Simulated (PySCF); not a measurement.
# CH2ClGeN: the cost of one run

Computed with PySCF 2.14.0, with density-fitted response routines of our own, on a single molecule in the gas phase. Atoms are numbered from 0 throughout.

## Step 1: Starting geometry

6 atoms, charge 0, multiplicity 1; geometry from: PBE0-D3(BJ)/def2-SVP.

Bonds of the start (Å): N0–C1 1.16, C1–Ge2 1.92, Ge2–Cl3 2.15, Ge2–H4 1.53, Ge2–H5 1.53.

## Step 2: Nuclear shieldings: PBE0/6-31G*

The job: settings as JSON, then the geometry in Å.

```
{"job": {"kind": "nmr", "xc": "PBE0", "basis": "6-31G*", "pop": true}, "charge": 0, "multiplicity": 1}
N      2.503396     0.231124    -0.059854
C      1.354767     0.077333    -0.035318
Ge    -0.545432    -0.207142     0.010245
Cl    -1.449561     1.738894    -0.053184
H     -0.897087    -0.881792     1.334687
H     -0.942410    -0.988293    -1.240860
```

With the program's defaults for keys left out, this is: GIAO PBE0/6-31G* NMR shielding, non-relativistic, gas phase.

Started as:

```console
$ OMP_NUM_THREADS=1 python probes_run.py task.json out
```

The driver reads the jobs from task.json and runs them one after another.

**Question.** How long does this first job take on 1 thread of Intel Xeon at 2.50GHz, shared host, and how much memory does it need?

About 20 s, with a peak of 0.5 GiB.
